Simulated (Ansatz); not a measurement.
**BGeHO (triplet): from Hartree-Fock to the top rungs, cc-pVDZ**

One table from this session's results is given with a row withheld; the runs are named, their logs left out.

Computed with Ansatz 0.2.0, Gaussian basis. Level: cc-pVDZ, core rule «outside noble gas», up to 16 orbitals frozen.

Plan: UHF; CCSD(T) on ROHF; CCSD(T) on UHF; BCCD(T) on ROHF; CISD as a restricted active space (open shells left free, so some higher excitations enter); CCSDT(Q) on ROHF; CCSDT(Q) on UHF; CASSCF and NEVPT2, 10 electrons in 10 orbitals.

18 further runs of the same task are left out: 6 that didn't finish, 12 set aside as unsound or not needed. Runs told in other sessions of the task aren't counted.

### The system

The geometry is a PBE0/def2-TZVP stationary point (not a proven minimum). No spin-orbit coupling is included. The filled d shell of Ge may be among the frozen orbitals whatever the setting's name suggests.

4 atoms, charge 0, spin multiplicity 3.

Atoms are counted from 1 here; the program's logs count them from 0.

Bond lengths: B1–Ge2 2.020 Å, Ge2–O3 1.643 Å, Ge2–H4 1.543 Å. Angles: B1–Ge2–O3 123.0°, B1–Ge2–H4 111.0°, O3–Ge2–H4 126.0°.

The first run:

Contents of in.yaml:

```yaml
crystal:
  periodic: [false, false, false]
  atoms:
    - {symbol: B, position_ang: [0.000000, -0.774100, 1.802429]}
    - {symbol: Ge, position_ang: [0.000000, 0.212658, 0.039677]}
    - {symbol: O, position_ang: [0.000000, -0.552059, -1.414527]}
    - {symbol: H, position_ang: [0.000000, 1.740121, 0.261323]}
basis:
  gaussian: {orbitals: cc-pVDZ}
magnetization: {spin_polarized: true, initial_magnetization: 2}
hamiltonian: {xc: hf}
output: {orbitals: {seedname: orbitals}}
```

Command:

```console
$ ansatz run in.yaml --threads 1 --pin off --events-out ev --progress --plain --max-ram 2393MiB
```

Among the steps run: UHF; CCSD(T) on ROHF; CCSD(T) on UHF; BCCD(T) on ROHF; CISD as a restricted active space (open shells left free, so some higher excitations enter); CCSDT(Q) on ROHF; CCSDT(Q) on UHF; CASSCF and NEVPT2, 10 electrons in 10 orbitals.

One table of the session follows, with a row left open; its other results are not shown here.

```
   method  from RCCSDT(Q) (meV)
     ROHF               +9836.1
      UHF               +9714.2
     RMP2               +1076.1
     UMP2               +1489.5
    RCCSD                +518.7
    UCCSD                +512.1
 RCCSD(T)                 +99.7
 UCCSD(T)                +136.0
  BCCD(T)                 +94.4
   RCCSDT                 +38.0
   UCCSDT                 +42.2
RCCSDT(Q)                     0
UCCSDT(Q)                     ?
```

Q: Estimate the row for UCCSDT(Q) from the others.

As computed: from RCCSDT(Q) (meV): -30.4. In the column «from RCCSDT(Q) (meV)» it is the lowest.

Not comparable, so not listed: CISD as a restricted active space (open shells left free, so some higher excitations enter) (they don't share determinant, frozen orbitals or solution with the rows shown, or repeat one).

Limits of these values: Left out of the table: CASSCF frontier, NEVPT2 frontier (the active space lost an orbital or holds another state than full CI finds). Warnings: spin contamination; large T1 diagnostic. Restricted and unrestricted rows rest on different reference determinants; a gap between their highest levels can come from leftover correlation error, from unlike frozen cores or from another state. Warnings in the runs' records: passed over end.
